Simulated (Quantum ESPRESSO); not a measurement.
Here is a Quantum ESPRESSO 7.5 calculation.

The input pw.in:

```
&CONTROL
  calculation = 'scf'
  prefix = 'pwscf'
  outdir = './tmp'
  pseudo_dir = './pseudo'
  tprnfor = .true.
  disk_io = 'nowf'
/
&SYSTEM
  ibrav = 0
  nat = 8
  ntyp = 4
  ecutwfc = 36
  ecutrho = 216
  nbnd = 42
  occupations = 'smearing'
  smearing = 'gaussian'
  degauss = 0.00367493
  nspin = 2
  starting_magnetization(1) = 0.625
  starting_magnetization(2) = 0
  starting_magnetization(3) = -0.625
  starting_magnetization(4) = -0
  nosym = .true.
/
&ELECTRONS
  conv_thr = 2d-06
  electron_maxstep = 100
  mixing_beta = 0.3
  mixing_ndim = 12
  startingpot = 'file'
/
ATOMIC_SPECIES
Os1  190.2300 Os.GGA_PBE-JTH.UPF
F1    18.9984 F.GGA_PBE-JTH.UPF
Os2  190.2300 Os.GGA_PBE-JTH.UPF
F2    18.9984 F.GGA_PBE-JTH.UPF
CELL_PARAMETERS angstrom
   0.0000000000    3.9459610200    3.9459610200
   3.9459610200    0.0000000000    3.9459610200
   3.9459610200    3.9459610200    0.0000000000
ATOMIC_POSITIONS crystal
Os1    0.0000000000    0.0000000000    0.0000000000
F1     0.7500000000    0.2500000000    0.2500000000
F1     0.2500000000    0.2500000000    0.7500000000
F1     0.2500000000    0.7500000000    0.2500000000
Os2    0.5000000000    0.5000000000    0.5000000000
F2     0.2500000000    0.7500000000    0.7500000000
F2     0.7500000000    0.7500000000    0.2500000000
F2     0.7500000000    0.2500000000    0.7500000000
K_POINTS automatic
2 2 2 0 0 0
HUBBARD {atomic}
U Os1-5d 3.0
U Os2-5d 3.0
```

File start.in:

```
&CONTROL
  calculation = 'scf'
  prefix = 'pwscf'
  outdir = './tmp'
  pseudo_dir = './pseudo'
  disk_io = 'nowf'
/
&SYSTEM
  ibrav = 0
  nat = 8
  ntyp = 4
  ecutwfc = 36
  ecutrho = 216
  nbnd = 42
  occupations = 'smearing'
  smearing = 'gaussian'
  degauss = 0.00367493
  nspin = 2
  starting_magnetization(1) = 0.625
  starting_magnetization(2) = 0
  starting_magnetization(3) = -0.625
  starting_magnetization(4) = -0
  nosym = .true.
/
&ELECTRONS
  conv_thr = 2d-06
  electron_maxstep = 1
  mixing_beta = 0.3
  mixing_ndim = 12
  scf_must_converge = .false.
/
ATOMIC_SPECIES
Os1  190.2300 Os.GGA_PBE-JTH.UPF
F1    18.9984 F.GGA_PBE-JTH.UPF
Os2  190.2300 Os.GGA_PBE-JTH.UPF
F2    18.9984 F.GGA_PBE-JTH.UPF
CELL_PARAMETERS angstrom
   0.0000000000    3.9459610200    3.9459610200
   3.9459610200    0.0000000000    3.9459610200
   3.9459610200    3.9459610200    0.0000000000
ATOMIC_POSITIONS crystal
Os1    0.0000000000    0.0000000000    0.0000000000
F1     0.7500000000    0.2500000000    0.2500000000
F1     0.2500000000    0.2500000000    0.7500000000
F1     0.2500000000    0.7500000000    0.2500000000
Os2    0.5000000000    0.5000000000    0.5000000000
F2     0.2500000000    0.7500000000    0.7500000000
F2     0.7500000000    0.7500000000    0.2500000000
F2     0.7500000000    0.2500000000    0.7500000000
K_POINTS automatic
2 2 2 0 0 0
HUBBARD {atomic}
U Os1-5d 3.0
U Os2-5d 3.0
```

File occup.txt:

```
 0.0000  0.0000  0.0000  0.0000  0.0000
 0.0000  1.0000  0.0000  0.0000  0.0000
 0.0000  0.0000  1.0000  0.0000  0.0000
 0.0000  0.0000  0.0000  0.0000  0.0000
 0.0000  0.0000  0.0000  0.0000  1.0000
 0.0000  0.0000  0.0000  0.0000  0.0000
 0.0000  1.0000  0.0000  0.0000  0.0000
 0.0000  0.0000  1.0000  0.0000  0.0000
 0.0000  0.0000  0.0000  0.0000  0.0000
 0.0000  0.0000  0.0000  0.0000  0.0000
 0.0000  0.0000  0.0000  0.0000  0.0000
 0.0000  0.0000  0.0000  0.0000  0.0000
 0.0000  0.0000  0.0000  0.0000  0.0000
 0.0000  0.0000  0.0000  0.0000  0.0000
 0.0000  0.0000  0.0000  0.0000  0.0000
 0.0000  0.0000  0.0000  0.0000  0.0000
 0.0000  0.0000  0.0000  0.0000  0.0000
 0.0000  0.0000  0.0000  0.0000  0.0000
 0.0000  0.0000  0.0000  0.0000  0.0000
 0.0000  0.0000  0.0000  0.0000  0.0000
 0.0000  0.0000  0.0000  0.0000  0.0000
 0.0000  0.0000  0.0000  0.0000  0.0000
 0.0000  0.0000  0.0000  0.0000  0.0000
 0.0000  0.0000  0.0000  0.0000  0.0000
 0.0000  0.0000  0.0000  0.0000  0.0000
 0.0000  0.0000  0.0000  0.0000  0.0000
 0.0000  0.0000  0.0000  0.0000  0.0000
 0.0000  0.0000  0.0000  0.0000  0.0000
 0.0000  0.0000  0.0000  0.0000  0.0000
 0.0000  0.0000  0.0000  0.0000  0.0000
 0.0000  0.0000  0.0000  0.0000  0.0000
 0.0000  0.0000  0.0000  0.0000  0.0000
 0.0000  0.0000  0.0000  0.0000  0.0000
 0.0000  0.0000  0.0000  0.0000  0.0000
 0.0000  0.0000  0.0000  0.0000  0.0000
 0.0000  0.0000  0.0000  0.0000  0.0000
 0.0000  0.0000  0.0000  0.0000  0.0000
 0.0000  0.0000  0.0000  0.0000  0.0000
 0.0000  0.0000  0.0000  0.0000  0.0000
 0.0000  0.0000  0.0000  0.0000  0.0000
 0.0000  0.0000  0.0000  0.0000  0.0000
 0.0000  1.0000  0.0000  0.0000  0.0000
 0.0000  0.0000  1.0000  0.0000  0.0000
 0.0000  0.0000  0.0000  0.0000  0.0000
 0.0000  0.0000  0.0000  0.0000  0.0000
 0.0000  0.0000  0.0000  0.0000  0.0000
 0.0000  1.0000  0.0000  0.0000  0.0000
 0.0000  0.0000  1.0000  0.0000  0.0000
 0.0000  0.0000  0.0000  0.0000  0.0000
 0.0000  0.0000  0.0000  0.0000  1.0000
 0.0000  0.0000  0.0000  0.0000  0.0000
 0.0000  0.0000  0.0000  0.0000  0.0000
 0.0000  0.0000  0.0000  0.0000  0.0000
 0.0000  0.0000  0.0000  0.0000  0.0000
 0.0000  0.0000  0.0000  0.0000  0.0000
 0.0000  0.0000  0.0000  0.0000  0.0000
 0.0000  0.0000  0.0000  0.0000  0.0000
 0.0000  0.0000  0.0000  0.0000  0.0000
 0.0000  0.0000  0.0000  0.0000  0.0000
 0.0000  0.0000  0.0000  0.0000  0.0000
 0.0000  0.0000  0.0000  0.0000  0.0000
 0.0000  0.0000  0.0000  0.0000  0.0000
 0.0000  0.0000  0.0000  0.0000  0.0000
 0.0000  0.0000  0.0000  0.0000  0.0000
 0.0000  0.0000  0.0000  0.0000  0.0000
 0.0000  0.0000  0.0000  0.0000  0.0000
 0.0000  0.0000  0.0000  0.0000  0.0000
 0.0000  0.0000  0.0000  0.0000  0.0000
 0.0000  0.0000  0.0000  0.0000  0.0000
 0.0000  0.0000  0.0000  0.0000  0.0000
 0.0000  0.0000  0.0000  0.0000  0.0000
 0.0000  0.0000  0.0000  0.0000  0.0000
 0.0000  0.0000  0.0000  0.0000  0.0000
 0.0000  0.0000  0.0000  0.0000  0.0000
 0.0000  0.0000  0.0000  0.0000  0.0000
 0.0000  0.0000  0.0000  0.0000  0.0000
 0.0000  0.0000  0.0000  0.0000  0.0000
 0.0000  0.0000  0.0000  0.0000  0.0000
 0.0000  0.0000  0.0000  0.0000  0.0000
 0.0000  0.0000  0.0000  0.0000  0.0000
```

Potentials or basis: JTH 2.0 PBE.

Run with:

```bash
$ OMP_NUM_THREADS=1 pw.x -in start.in > start.out
$ cp occup.txt tmp/pwscf.save/occup.txt
$ OMP_NUM_THREADS=1 pw.x -in pw.in > pw.out
```

What does it give for the absolute moment?

0.67 μB per cell.

Predict the net moment.

-0.50 μB per cell.

What does it give for the band gap on the k mesh?

None (metal or under the smearing width).

Estimate the site moments.

Os +0.04, -0.30; F -0.02, +0.00 μB.

Eigenvalues of the final occupation matrices:
```csv
site,spin,trace,eigenvalues
Os1 1 5d,1,3.63,0.43 0.44 0.92 0.92 0.94
Os1 1 5d,2,3.57,0.43 0.43 0.89 0.91 0.91
Os2 5 5d,1,3.35,0.45 0.45 0.58 0.94 0.94
Os2 5 5d,2,3.75,0.45 0.46 0.94 0.94 0.95
```

Caveat: the k mesh is coarse (spacing up to 0.69 Å⁻¹), so the values aren't converged. Spin-orbit coupling is left out, which matters for the levels of Os.
